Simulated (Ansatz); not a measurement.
# C₃H₉BSi: up Jacob's ladder to CCSD(T)

The task here is to estimate one member of a computed series from the others.

Method: functionals in def2-TZVPP, the program's frozen cores in correlated methods; program: Ansatz 0.2.0, Gaussian basis.

The runs, in order: PBE-D4, r2SCAN-D4, PBE0-D4, B3LYP-D4, ωB97X-V, ωB97M-V, B2PLYP; CCSD(T)/def2-TZVPP; MP2/def2-QZVPP; extrapolation to the limit.

## The relaxed structure

All runs share one geometry, relaxed beforehand with PBE0-D4 in a triple-zeta def2 set.

SMILES `C[SiH]1BCC1`, 14 atoms, charge 0, spin multiplicity 1.

Atoms are counted from 1 here; the program's logs count them from 0.

Bond lengths: C1–Si2 1.880 Å, C1–H6 1.093 Å, C1–H7 1.092 Å, C1–H8 1.092 Å, Si2–B3 2.026 Å, Si2–C5 1.908 Å, Si2–H9 1.495 Å, B3–C4 1.572 Å, B3–H10 1.194 Å, C4–C5 1.556 Å, C4–H11 1.107 Å, C4–H12 1.095 Å, C5–H13 1.092 Å, C5–H14 1.093 Å. Angles: Si2–C1–H6 110.4°, Si2–C1–H7 111.0°, Si2–C1–H8 111.0°, H6–C1–H7 108.1°, H6–C1–H8 108.1°, H7–C1–H8 108.1°, C1–Si2–B3 115.8°, C1–Si2–C5 113.3°, C1–Si2–H9 108.6°, B3–Si2–C5 75.9°, B3–Si2–H9 123.1°, C5–Si2–H9 116.8°, Si2–B3–C4 86.2°, Si2–B3–H10 144.6°, C4–B3–H10 129.1°, B3–C4–C5 101.4°, B3–C4–H11 102.4°, B3–C4–H12 120.5° and more.

The first run:

in.yaml reads:

```yaml
crystal:
  periodic: [false, false, false]
  atoms:
    - {symbol: C, position_ang: [-1.014099, -1.161258, 1.390134]}
    - {symbol: Si, position_ang: [0.103371, 0.279323, 0.931956]}
    - {symbol: B, position_ang: [1.624546, -0.154386, -0.333305]}
    - {symbol: C, position_ang: [0.653406, 0.287611, -1.487563]}
    - {symbol: C, position_ang: [-0.392330, 1.130055, -0.702281]}
    - {symbol: H, position_ang: [-1.984189, -0.795986, 1.736736]}
    - {symbol: H, position_ang: [-1.183897, -1.814661, 0.531343]}
    - {symbol: H, position_ang: [-0.571676, -1.759979, 2.189589]}
    - {symbol: H, position_ang: [0.263528, 1.159595, 2.129939]}
    - {symbol: H, position_ang: [2.763826, -0.506704, -0.400541]}
    - {symbol: H, position_ang: [0.191289, -0.671650, -1.789532]}
    - {symbol: H, position_ang: [1.049280, 0.719685, -2.412904]}
    - {symbol: H, position_ang: [-1.419065, 1.076577, -1.069173]}
    - {symbol: H, position_ang: [-0.097089, 2.182478, -0.685599]}
basis:
  gaussian: {orbitals: def2-TZVPP}
hamiltonian: {xc: pbe, dispersion: d4}
output: {forces: true, orbitals: {seedname: orbitals}}
```

Started as:

```bash
$ ansatz run in.yaml --threads 4 --pin off --events-out ev --progress --plain --max-ram 10444MiB
```

Among the steps run: PBE-D4 (GGA); r2SCAN-D4 (meta-GGA); PBE0-D4 (hybrid); B3LYP-D4 (hybrid); ωB97X-V (range-separated); ωB97M-V (range-separated); B2PLYP (double hybrid); CCSD(T) in def2-TZVPP; MP2 in def2-QZVPP.

One table of the session follows, with a row left open; its other results are not shown here.

```
            method  atomisation energy (kcal/mol)
            PBE-D4                         1267.9
         r2SCAN-D4                         1255.3
           PBE0-D4                              ?
          B3LYP-D4                         1250.1
           ωB97X-V                         1254.4
           ωB97M-V                         1254.0
            B2PLYP                         1236.2
     HF/def2-TZVPP                          953.7
    MP2/def2-TZVPP                         1230.3
   CCSD/def2-TZVPP                         1205.0
CCSD(T)/def2-TZVPP                         1219.4
           MP2/CBS                         1257.3
       CCSD(T)/CBS                         1246.3
```

**Question.** Estimate the row for PBE0-D4.

The run gave: atomisation energy (kcal/mol): 1258.1. In the column «atomisation energy (kcal/mol)» it lies between MP2/CBS (1257.3) and PBE-D4 (1267.9).
